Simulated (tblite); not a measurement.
# CH5F3GeOSi: the cost of one run

Programs: tblite 0.8.0 and PySCF 2.14.0, with routines of our own; each step states its level. All values are computed. Atoms count from 0.

## (1) The starting structure

12 atoms, charge 0, multiplicity 1; geometry from: start built from the parent or by distance geometry.

## (2) Relaxing the molecule with GFN2-xTB

The job: settings as JSON, then the geometry in Å.

```
{"job": {"kind": "relax", "xc": "GFN2-xTB", "basis": "xTB"}, "charge": 0, "multiplicity": 1}
F      2.211900     1.548400     0.064200
C      1.750400     0.334700     0.505500
F      2.866100    -0.511900     0.721500
F      1.093800     0.506600     1.707200
Si     0.607500    -0.441000    -0.719700
O     -0.695100     0.643000    -1.085500
Ge    -2.030300     0.185800     0.000900
H      1.381600    -0.656500    -1.964000
H      0.150300    -1.756300    -0.253900
H     -1.607200     0.299000     1.500800
H     -2.488000    -1.277000    -0.296800
H     -3.238700     1.123800    -0.232200
```

Command:

```sh
$ OMP_NUM_THREADS=1 python redox_run.py task.json out
```

The driver reads the jobs from task.json and runs them one after another.

Q: Estimate the wall time of this first job on 1 thread of Intel Xeon Platinum 8375C at 2.90GHz, shared host.

About 3 s.
